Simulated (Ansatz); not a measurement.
# SiGeC+ (doublet): the correlation ladder, cc-pVDZ

How much of the correlation energy of SiGeC+ (doublet) does each wave-function method recover here?

Method: cc-pVDZ, core rule «outside noble gas», up to 20 orbitals frozen; program: Ansatz 0.2.0, Gaussian basis.

Plan: UHF; CCSD(T) on ROHF; CCSD(T) on UHF; BCCD(T) on ROHF; CISD; CCSDT(Q) on ROHF; CCSDT(Q) on UHF; CASSCF and MRCISD+Q, 11 electrons in 12 orbitals; CASSCF and NEVPT2, 11 electrons in 12 orbitals.

3 further runs of the same task are left out: 3 set aside as unsound or not needed.

**1. The system**

The geometry is a PBE0/def2-TZVP stationary point (not a proven minimum) of the parent state, kept for this charge and spin. No spin-orbit coupling is included. The filled d shell of Ge may be among the frozen orbitals whatever the setting's name suggests; the logs give the count.

3 atoms, charge 1, spin multiplicity 2.

Atoms are counted from 1 here; the program's logs count them from 0.

Bond lengths: C1–Ge2 1.768 Å, C1–Si3 1.685 Å. Angles: Ge2–C1–Si3 180.0°.

Coordinates:

```xyz
3
CGeSi
C     0.00000    0.00000    0.02760
Ge    0.00000    0.00000   -1.74010
Si    0.00000    0.00000    1.71250
```

**2. UHF**

Input file in.yaml:

```yaml
crystal:
  periodic: [false, false, false]
  atoms:
    - {symbol: C, position_ang: [0.000000, 0.000000, 0.027600]}
    - {symbol: Ge, position_ang: [0.000000, 0.000000, -1.740100]}
    - {symbol: Si, position_ang: [0.000000, 0.000000, 1.712500]}
basis:
  gaussian: {orbitals: cc-pVDZ}
total_charge: 1
magnetization: {spin_polarized: true, initial_magnetization: 1}
hamiltonian: {xc: hf}
output: {orbitals: {seedname: orbitals}}
```

Started as:

```
ansatz run in.yaml --threads 1 --pin off --events-out ev --progress --plain --max-ram 4096MiB --backend cpu
```

The runs that follow: CCSD(T) on ROHF; CCSD(T) on UHF; BCCD(T) on ROHF; CISD; CCSDT(Q) on ROHF; CCSDT(Q) on UHF; CASSCF and MRCISD+Q, 11 electrons in 12 orbitals; CASSCF and NEVPT2, 11 electrons in 12 orbitals.

Before running them: what should the planned runs give, taken together? Wanted: UCCSDT(Q) below the RHF energy; RMP2 from UCCSDT(Q); UMP2 from UCCSDT(Q); RCCSD from UCCSDT(Q); RCCSD(T) from UCCSDT(Q); UCCSD(T) from UCCSDT(Q); RCCSDT(Q) from UCCSDT(Q); NEVPT2 valence from UCCSDT(Q); MRCISD+Q valence from UCCSDT(Q).

The runs gave:

```
                         quantity                      value
   UCCSDT(Q) below the RHF energy                 -7.3222 eV
              RMP2 from UCCSDT(Q)              +131.3 kJ/mol
              UMP2 from UCCSDT(Q)              +132.0 kJ/mol
             RCCSD from UCCSDT(Q)               +36.0 kJ/mol
          RCCSD(T) from UCCSDT(Q)                +6.8 kJ/mol
          UCCSD(T) from UCCSDT(Q)                +6.8 kJ/mol
         RCCSDT(Q) from UCCSDT(Q)                +0.2 kJ/mol
    NEVPT2 valence from UCCSDT(Q)               +93.0 kJ/mol
  MRCISD+Q valence from UCCSDT(Q)                +4.9 kJ/mol
levels within 1 kcal/mol (43 meV)  RCCSDT, UCCSDT, RCCSDT(Q)
                    T1 diagnostic                      0.020
   effectively unpaired electrons                       1.09
```

In words: RCCSD(T) lands +6.8 kJ/mol from the yardstick (1.0 % of the correlation energy). One determinant dominates. Of the multireference levels listed MRCISD+Q valence comes nearest in total energy (+4.9 kJ/mol), which doesn't show that its space is the better one. These misses are within one basis, not against nature; the frozen cores of restricted and unrestricted runs differ, which can shift their rows.
